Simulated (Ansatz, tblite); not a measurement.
# Ga3N3 wurtzite hole sphere (Ga₃N₃H₁₂): rung by rung

One table from this session's results is given with a row withheld; the runs are named, their logs left out.

Computed with Ansatz 0.2.0, Gaussian basis. Level: as each input shows.

The runs, in order: GFN1-xTB, GFN2-xTB, PBE-D4/def2-TZVP, r2SCAN-D4/def2-TZVP, HF/def2-TZVP, r2SCANh-D4/def2-TZVP, B2PLYP/def2-TZVP, PBE-D4/def2-SVP, PBE0-D4/def2-SVP, HF/STO-3G, HF/6-31G, B3LYP-D4/6-31G, PBE0-D4/def2-TZVPD, PBE-D4/def2-TZVPD, HF/def2-TZVPD, MP2/def2-TZVP, RPA/def2-TZVP.

3 further runs of the same task are left out: 1 that didn't finish, 2 set aside as unsound or not needed.

## The geometry

The geometry is that of the singlet, from an earlier relaxation (PBE0-D4/def2-SVP).

18 atoms, charge 0, spin multiplicity 1.

Bond lengths: N1–Ga2 2.009 Å, N1–Ga4 2.009 Å, N1–H7 1.023 Å, N1–H8 1.022 Å, Ga2–N3 2.009 Å, Ga2–H9 1.581 Å, Ga2–H10 1.568 Å, N3–Ga6 2.009 Å, N3–H11 1.022 Å, N3–H12 1.023 Å, Ga4–N5 2.009 Å, Ga4–H13 1.581 Å, Ga4–H14 1.568 Å, N5–Ga6 2.009 Å, N5–H15 1.022 Å, N5–H16 1.023 Å, Ga6–H17 1.568 Å, Ga6–H18 1.581 Å. Angles: Ga2–N1–Ga4 120.9°, Ga2–N1–H7 105.2°, Ga2–N1–H8 110.1°, Ga4–N1–H7 105.2°, Ga4–N1–H8 110.1°, H7–N1–H8 103.7°, N1–Ga2–N3 101.6°, N1–Ga2–H9 106.5°, N1–Ga2–H10 108.0°, N3–Ga2–H9 106.5°, N3–Ga2–H10 108.0°, H9–Ga2–H10 124.1°, Ga2–N3–Ga6 120.9°, Ga2–N3–H11 110.1°, Ga2–N3–H12 105.2°, Ga6–N3–H11 110.1°, Ga6–N3–H12 105.2°, H11–N3–H12 103.7° and more.

PBE0-D4/def2-TZVP was run before; its log isn't repeated, and its numbers join the tables.

The first run:

Tight binding, by tblite at 300 K electronic temperature and without a spin-polarisation term:

```python
tblite.interface.Calculator('GFN1-xTB', numbers, positions, charge=0, uhf=0).singlepoint()
```

Tight binding, by tblite at 300 K electronic temperature and without a spin-polarisation term:

```python
tblite.interface.Calculator('GFN2-xTB', numbers, positions, charge=0, uhf=0).singlepoint()
```

start.molden holds the orbitals of an earlier run on this state, given as this run's starting guess.

in.yaml reads:

```yaml
crystal:
  periodic: [false, false, false]
  atoms:
    - {symbol: N, position_ang: [-0.005168, -1.797369, -0.298055]}
    - {symbol: Ga, position_ang: [-1.750006, -1.003983, 0.302568]}
    - {symbol: N, position_ang: [-1.554201, 0.902020, -0.300419]}
    - {symbol: Ga, position_ang: [1.745206, -1.013486, 0.298992]}
    - {symbol: N, position_ang: [1.558513, 0.893992, -0.302285]}
    - {symbol: Ga, position_ang: [0.005403, 2.018659, 0.295839]}
    - {symbol: H, position_ang: [-0.007374, -2.754824, 0.062643]}
    - {symbol: H, position_ang: [-0.006563, -1.920153, -1.312193]}
    - {symbol: H, position_ang: [-2.872807, -1.649126, -0.605084]}
    - {symbol: H, position_ang: [-1.772409, -1.015475, 1.870727]}
    - {symbol: H, position_ang: [-1.660408, 0.961431, -1.314689]}
    - {symbol: H, position_ang: [-2.382135, 1.383680, 0.059243]}
    - {symbol: H, position_ang: [2.862492, -1.663854, -0.611727]}
    - {symbol: H, position_ang: [1.771184, -1.026150, 1.867094]}
    - {symbol: H, position_ang: [1.664233, 0.953578, -1.316589]}
    - {symbol: H, position_ang: [2.389235, 1.371032, 0.057093]}
    - {symbol: H, position_ang: [0.006471, 2.050136, 1.863889]}
    - {symbol: H, position_ang: [0.008324, 3.309922, -0.617046]}
basis:
  gaussian: {orbitals: def2-TZVP, initial_orbitals: start.molden}
hamiltonian: {xc: pbe, dispersion: d4}
scf: {omitted_lower_state_checks: [starts]}
output: {orbitals: {seedname: orbitals}}
```

Command:

```console
> ansatz run in.yaml --threads 4 --pin off --events-out ev --progress --plain --max-ram 4787MiB
```

Among the steps run: PBE-D4/def2-TZVP; r2SCAN-D4/def2-TZVP; HF/def2-TZVP; r2SCANh-D4/def2-TZVP; B2PLYP/def2-TZVP; PBE-D4/def2-SVP; PBE0-D4/def2-SVP; HF/STO-3G; HF/6-31G; B3LYP-D4/6-31G; PBE0-D4/def2-TZVPD; PBE-D4/def2-TZVPD; HF/def2-TZVPD; MP2/def2-TZVP; RPA/def2-TZVP.

One table of the session follows, with a row left open; its other results are not shown here.

It belongs to the step «Binding energy». 

| level | binding an atom (eV) |
| --- | --- |
| HF/6-31G | 2.051 |
| HF/def2-TZVP | 2.117 |
| HF/def2-TZVPD | 2.119 |
| PBE-D4/def2-SVP | 3.062 |
| PBE-D4/def2-TZVP | 3.043 |
| PBE-D4/def2-TZVPD | 3.046 |
| r2SCAN-D4/def2-TZVP | 3.037 |
| r2SCANh-D4/def2-TZVP | 3.022 |
| B3LYP-D4/6-31G | ? |
| PBE0-D4/def2-SVP | 3.031 |
| PBE0-D4/def2-TZVP | 3.011 |
| PBE0-D4/def2-TZVPD | 3.014 |
| MP2/def2-TZVP | 2.942 |

Q: Estimate the row for B3LYP-D4/6-31G from the others.

**Answer.** binding an atom (eV): 3.053. In the column «binding an atom (eV)» it lies between PBE-D4/def2-TZVPD (3.046) and PBE-D4/def2-SVP (3.062).

Caveats from the session: Free atoms were run apart at each level; binding is atoms less cluster, divided by the number of atoms, without zero-point or spin-orbit terms.
